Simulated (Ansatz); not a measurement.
**GaH₃O₃: from a rough start to a minimum**

Aim: relax GaH₃O₃ from a cheap starting geometry, then compute its harmonic vibrations to see whether it is a minimum and to get the zero-point energy and entropy.

Program: Ansatz 0.2.0, Gaussian basis. Level of theory: RKS PBE0-D4/def2-TZVP. These are calculated values, not measurements.

Levels to be run: relaxation at PBE0-D4/def2-TZVP; harmonic vibrations at the same level.

1 further run of the same task is left out (set aside as unsound or not needed).

## Step 1: The starting structure

7 atoms, charge 0, spin multiplicity 1.

Atoms are counted from 1 here; the program's logs count them from 0.

Bond lengths: O1–Ga2 1.738 Å, O1–H5 0.957 Å, Ga2–O3 1.738 Å, Ga2–O4 1.739 Å, O3–H6 0.957 Å, O4–H7 0.957 Å. Angles: Ga2–O1–H5 116.8°, O1–Ga2–O3 120.0°, O1–Ga2–O4 119.9°, O3–Ga2–O4 120.1°, Ga2–O3–H6 116.7°, Ga2–O4–H7 116.4°.

Coordinates:

```xyz
7
charge 0, multiplicity 1
O    -1.26430    0.41206   -1.11632
Ga    0.00123   -0.00068    0.00161
O    -0.39703   -0.53080    1.60843
O     1.66442    0.11833   -0.49146
H    -2.16340    0.32951   -0.80031
H     0.33582   -0.74484    2.18496
H     1.82326    0.41641   -1.38691
```

The start is a GFN2-xTB geometry.

## Step 2: Geometry optimisation, PBE0-D4/def2-TZVP

The input, in.yaml:

```yaml
crystal:
  periodic: [false, false, false]
  atoms:
    - {symbol: O, position_ang: [-1.264300, 0.412060, -1.116320]}
    - {symbol: Ga, position_ang: [0.001230, -0.000680, 0.001610]}
    - {symbol: O, position_ang: [-0.397030, -0.530800, 1.608430]}
    - {symbol: O, position_ang: [1.664420, 0.118330, -0.491460]}
    - {symbol: H, position_ang: [-2.163400, 0.329510, -0.800310]}
    - {symbol: H, position_ang: [0.335820, -0.744840, 2.184960]}
    - {symbol: H, position_ang: [1.823260, 0.416410, -1.386910]}
basis:
  gaussian: {orbitals: def2-TZVP}
hamiltonian: {xc: pbe0, dispersion: d4}
relax: {f_tol: 0.005, max_steps: 150}
```

Launch:

```console
$ ansatz run in.yaml --threads 2 --pin off --events-out ev --progress --plain --max-ram 32768MiB --backend cpu
```

The runs that follow: Harmonic vibrations.

Q: Predict the results of all the runs planned. Wanted: point group; shift from the start; total energy; dispersion term; dipole moment; lowest, highest wavenumber; zero-point energy.

**Answer**, as computed:

| quantity | value |
| --- | --- |
| point group | C3h |
| steps | 5 |
| shift from the start (rms) | 0.027 Å |
| total energy | -58559.8980 eV |
| dispersion term | -92 meV |
| dipole moment | 0.00 D |
| lowest, highest wavenumber | 171, 3901 cm⁻¹ |
| zero-point energy | 25.7 kcal/mol |
| entropy at 298.15 K | 316.5 J/(mol K) |

**Reading.** The atoms moved 0.027 Å (rms) from the start; the bond that changed most is Ga2–O3, from 1.738 to 1.774 Å. All wavenumbers are real, so the end point is a minimum. The stiffest mode, 3901 cm⁻¹, is an O–H stretch, and 2 modes under 200 cm⁻¹ make the vibrational entropy uncertain. Harmonic hybrid wavenumbers usually lie a few per cent above measured fundamentals. The largest Mulliken charge, +0.69 e, sits on Ga2.
